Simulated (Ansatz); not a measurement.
# CH5B2F: the cost of one run

All numbers are computed with Ansatz 0.2.0 through its Python package. Level of theory: B3LYP/6-31G*.

**1. The system**

Bond lengths: B1–C2 1.528 Å, C2–B3 1.586 Å, B3–F4 1.405 Å, B1–H5 1.222 Å, B1–H6 1.233 Å, C2–H7 1.136 Å, C2–H8 1.068 Å, B3–H9 1.184 Å. Angles: B1–C2–B3 109.7°, B1–C2–H7 108.8°, B1–C2–H8 110.9°, B3–C2–H7 109.5°, B3–C2–H8 109.3°, H7–C2–H8 108.7°, C2–B1–H5 124.3°, C2–B1–H6 121.8°, H5–B1–H6 113.9°, C2–B3–F4 122.8°, C2–B3–H9 117.6°, F4–B3–H9 118.9°.

The script holds or builds the structure itself.

**2. The code**

Input file run_scan.py:

```python
"""Stretching a bond of CH5B2F, the rest held rigid."""

import ansatz
import matplotlib.pyplot as plt
import numpy as np

geometry_ang = [
    ("B", (-0.6305, 1.1317, 0.0535)),
    ("C", (0.0263, -0.1428, 0.5829)),
    ("B", (0.6198, -0.98, -0.6262)),
    ("F", (0.2792, -2.3223, -0.862)),
    ("H", (-0.7053, 1.4264, -1.1304)),
    ("H", (-1.1925, 1.9327, 0.8043)),
    ("H", (0.8652, 0.1463, 1.2925)),
    ("H", (-0.6795, -0.7419, 1.1144)),
    ("H", (1.5057, -0.4964, -1.246)),
]
ch5b2f = ansatz.Crystal.molecule()
for symbol, xyz in geometry_ang:
    ch5b2f = ch5b2f.atom(symbol, xyz)

symbols = [site.symbol for site in ch5b2f.cartesian_sites]
start = np.array([site.position_ang for site in ch5b2f.cartesian_sites])
axis = (start[6] - start[1]) / np.linalg.norm(start[6] - start[1])
moving = [6]
lengths, energies = [0.97, 1.05, 1.14, 1.25, 1.42, 1.7, 2.05, 2.5], []
for length in lengths:
    xyz = start.copy()
    xyz[moving] += (length - np.linalg.norm(start[6] - start[1])) * axis
    point = ansatz.Crystal.molecule()
    for symbol, place in zip(symbols, xyz):
        point = point.atom(symbol, place.tolist())
    calculation = (
        point.calculation()
        .basis(gaussian="6-31G*")
        .functional("b3lyp")
    )
    report = calculation.run(threads=1, backend="cpu").report
    energies.append(report["free_energy_ev"])
    print(f"r = {length:6.3f} A  E = {energies[-1]:.5f} eV  <S^2> = {abs(report['mean_field']['state']['spin_squared']):.3f}")

print("energy above the lowest point (eV):", [round(e - min(energies), 3) for e in energies])
plt.figure(figsize=(4.5, 3))
plt.plot(lengths, np.array(energies) - min(energies), "o-")
plt.xlabel("bond length (A)")
plt.ylabel("E - E(min) (eV)")
plt.tight_layout()
plt.savefig("scan.png", dpi=100)
```

**3. What the engine is handed**

The package turns the script's settings into the engine's input (first run):

```yaml
crystal:
  periodic: [false, false, false]
  atoms:
    - { symbol: B, position_ang: [-0.6305, 1.1317, 0.0535] }
    - { symbol: C, position_ang: [0.0263, -0.1428, 0.5829] }
    - { symbol: B, position_ang: [0.6198, -0.98, -0.6262] }
    - { symbol: F, position_ang: [0.2792, -2.3223, -0.862] }
    - { symbol: H, position_ang: [-0.7053, 1.4264, -1.1304] }
    - { symbol: H, position_ang: [-1.1925, 1.9327, 0.8043] }
    - { symbol: H, position_ang: [0.742512099779674, 0.10401954708106304, 1.1887220360038822] }
    - { symbol: H, position_ang: [-0.6795, -0.7419, 1.1144] }
    - { symbol: H, position_ang: [1.5057, -0.4964, -1.246] }
basis:
  gaussian:
    orbitals: "6-31G*"
hamiltonian:
  xc: b3lyp
```

**4. Launch**

Launch:

```console
$ python run_scan.py
```

Q: Estimate wall time and peak memory on 1 thread of Arm Neoverse N1, shared host.

About 21 s, with a peak of 0.23 GiB.
